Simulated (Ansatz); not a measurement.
# AsP3SOO nortricyclane (AsO2P3S): structure and electronic state

What does AsP3SOO nortricyclane (AsO2P3S) look like as a singlet, and where do its frontier electrons sit?

Method: RKS PBE0-D4/def2-TZVP; program: Ansatz 0.2.0, Gaussian basis.

The runs, in order: relaxation at PBE0-D4/def2-SVP; a single point at PBE0-D4/def2-TZVP; harmonic vibrations at PBE0-D4/def2-SVP.

2 further runs of the same task are left out: 2 set aside as unsound or not needed.

## Step 1: Where the work starts

7 atoms, charge 0, spin multiplicity 1.

Atoms are counted from 1 here; the program's logs count them from 0.

Bond lengths: As1–S2 2.238 Å, As1–O5 1.808 Å, As1–O7 1.808 Å, S2–P3 2.126 Å, P3–P4 2.265 Å, P3–P6 2.266 Å, P4–O5 1.641 Å, P4–P6 2.266 Å, P6–O7 1.641 Å. Angles: S2–As1–O5 92.3°, S2–As1–O7 92.3°, O5–As1–O7 89.7°, As1–S2–P3 98.0°, S2–P3–P4 99.3°, S2–P3–P6 99.3°, P4–P3–P6 60.0°, P3–P4–O5 99.8°, P3–P4–P6 60.0°, O5–P4–P6 95.0°, As1–O5–P4 123.2°, P3–P6–P4 60.0°, P3–P6–O7 99.8°, P4–P6–O7 95.0°, As1–O7–P6 123.2°.

The start is a GFN2-xTB geometry.

## Step 2: Optimising with PBE0-D4/def2-SVP

File in.yaml:

```yaml
crystal:
  periodic: [false, false, false]
  atoms:
    - {symbol: As, position_ang: [-0.212180, -1.659400, 0.153850]}
    - {symbol: S, position_ang: [-1.974650, -0.310470, -0.132460]}
    - {symbol: P, position_ang: [-0.920620, 1.532710, -0.235220]}
    - {symbol: P, position_ang: [1.020360, 0.793560, -1.139920]}
    - {symbol: O, position_ang: [0.732560, -0.821590, -1.140230]}
    - {symbol: P, position_ang: [0.832990, 1.025730, 1.106550]}
    - {symbol: O, position_ang: [0.521540, -0.560540, 1.387430]}
basis:
  gaussian: {orbitals: def2-SVP}
hamiltonian: {xc: pbe0, dispersion: d4}
scf: {lower_state_search: "off"}
output: {orbitals: {seedname: orbitals}}
relax: {f_tol: 0.02, max_steps: 100}
```

Run with:

```console
ansatz run in.yaml --threads 2 --pin off --events-out ev --progress --plain --max-ram 32768MiB --backend cpu
```

After this run come: Single point, PBE0-D4/def2-TZVP; Vibrations by finite differences.

Before running them: what should the planned runs give, taken together? Wanted: point group; commonest bond; HOMO, LUMO at PBE0-D4/def2-TZVP; dipole at PBE0-D4/def2-SVP; lowest, highest wavenumber.

The runs gave:

```
                       quantity                          value
                    point group                             Cs
                 commonest bond  P–P, 3 of mean length 2.275 Å
HOMO, LUMO at PBE0-D4/def2-TZVP                -7.02, -1.99 eV
     dipole at PBE0-D4/def2-SVP                         0.71 D
     lowest, highest wavenumber                  200, 814 cm⁻¹
```

The molecule keeps its bonding pattern by the stored test; the atoms moved 0.03 Å (rms). All wavenumbers are real: a minimum at this level. The point group is read from a loosely relaxed geometry; soft torsions can leave it below the true symmetry.
